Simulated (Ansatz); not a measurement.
Crystal: Ba2Tl5V3O12.

```xyz
22
Lattice="6.4901 -6.6769 0.0000 6.4901 6.6769 0.0000 -2.0096 0.0000 5.7376" Properties=species:S:1:pos:R:3 pbc="T T T"
Ba    6.4901    0.2782    0.0000
Ba    6.4901   -3.9079    0.0000
V     9.8864    1.9304    1.4766
V     1.0842    1.9304    4.2610
V     5.4853   -0.9938    2.8688
Tl    7.5111    2.3899    3.6563
Tl    3.4595    2.3899    2.0813
Tl    5.4853    6.4755    2.8688
Tl    2.3924   -1.2210    1.2561
Tl    8.5782   -1.2210    4.4815
O     0.8441    1.7317    2.5403
O     6.4531    0.0639    3.8847
O     7.0059   -3.2392    4.8560
O     8.1842    1.8299    1.1816
O     6.5345   -1.8120    1.7991
O     0.1384    0.7388    5.0836
O     4.4361   -1.8120    3.9385
O    10.8322    0.7388    0.6540
O     3.9648   -3.2392    0.8816
O     2.7865    1.8299    4.5560
O    10.1265    1.7317    3.1973
O     4.5175    0.0639    1.8529
```

The cell was built by a generator and needn't be a form met in nature.

| Quantity | Value |
| --- | --- |
| Program | Ansatz 0.2.0 |
| Task | single point |
| Functional | PBE |
| Potentials or basis | Ansatz PAW |
| Cutoff | 420 eV (not typed: the program's choice for these potentials) |
| k mesh | 3 × 3 × 5 |
| Occupations | fermi-dirac, width 0.05 eV |
| Spin | collinear spin, ferromagnetic start |
| Starting moments | [0.0, 0.0, 2.0, 2.0, 2.0, 0.0, 0.0, 0.0, 0.0, 0.0, 0.0, 0.0, 0.0, 0.0, 0.0, 0.0, 0.0, 0.0, 0.0, 0.0, 0.0, 0.0] μB |

On this cell: pressure 0.0 GPa; largest force 0.005 eV/Å; net moment 0.00 μB per cell; band gap on the k mesh 2.90 eV, indirect (least direct gap 2.95 eV).

The same run follows on a disturbed copy (atoms moved at random, drawn with an rms of 0.05 Å):

```
Ba V Tl O
1.0
     6.49009   -6.67692    0.00000
     6.49009    6.67692    0.00000
    -2.00957    0.00000    5.73760
Ba V Tl O
2 3 5 12
Cartesian
  6.5162 0.3160 0.0174
  6.5257 -3.9195 -0.0024
  9.8293 1.8873 1.4578
  1.0406 1.9707 4.3082
  5.4792 -0.9711 2.8994
  7.5098 2.3614 3.6981
  3.4746 2.4531 2.0663
  5.5371 6.4784 2.8770
  2.4401 -1.1952 1.2648
  8.5934 -1.2175 4.4612
  0.8012 1.7172 2.5270
  6.4669 0.1105 3.9081
  6.9309 -3.2687 4.8706
  8.1713 1.8106 1.2318
  6.5420 -1.8356 1.8470
  0.1829 0.7457 5.0912
  4.3839 -1.8434 3.9681
  10.8175 0.7365 0.6679
  3.9491 -3.1871 0.8963
  2.7787 1.8453 4.5622
  10.1033 1.7274 3.1953
  4.4986 0.0585 1.8914
```

Task: What changes?

Result: The energy moves by +21.1 meV/atom; pressure -0.3 GPa; largest force 3.656 eV/Å; net moment 0.00 μB per cell; band gap on the k mesh 2.71 eV, indirect (least direct gap 2.73 eV).

Forces on the atoms (eV/Å):
```
Ba  -0.443 -0.225 -0.075
Ba  -0.635  0.054  0.251
V    2.530  2.414  0.975
V    1.988 -1.691 -2.560
V   -0.258 -1.342  0.420
Tl   0.107  0.312  0.088
Tl  -0.191 -0.185  0.234
Tl   0.037  0.111 -0.097
Tl  -0.167 -0.255  0.065
Tl  -0.015  0.076  0.026
O    0.101  0.245  1.021
O   -0.345 -0.503 -0.141
O   -0.368  1.688  0.653
O   -1.410 -0.169 -0.462
O   -0.424  0.683  0.435
O   -0.614 -0.442  0.509
O    1.098  1.046 -0.715
O    0.011 -0.492 -0.425
O   -0.647 -1.662  0.256
O   -0.437  0.295  0.057
O   -0.175 -0.194 -0.438
O    0.255  0.234 -0.078
```

Stress tensor (GPa, compression positive):
```
 0.15 -0.38  0.26
-0.38 -0.19  0.55
 0.26  0.55 -0.92
```

Caveats: odd divisions of the mesh miss points on the zone boundary, where band edges often lie, so the gap on the mesh can be too wide; spin-orbit coupling is left out, which as a rule narrows the gap of such compounds by several tenths of an eV; the starting moments weren't kept.

A k mesh can miss the band edges.
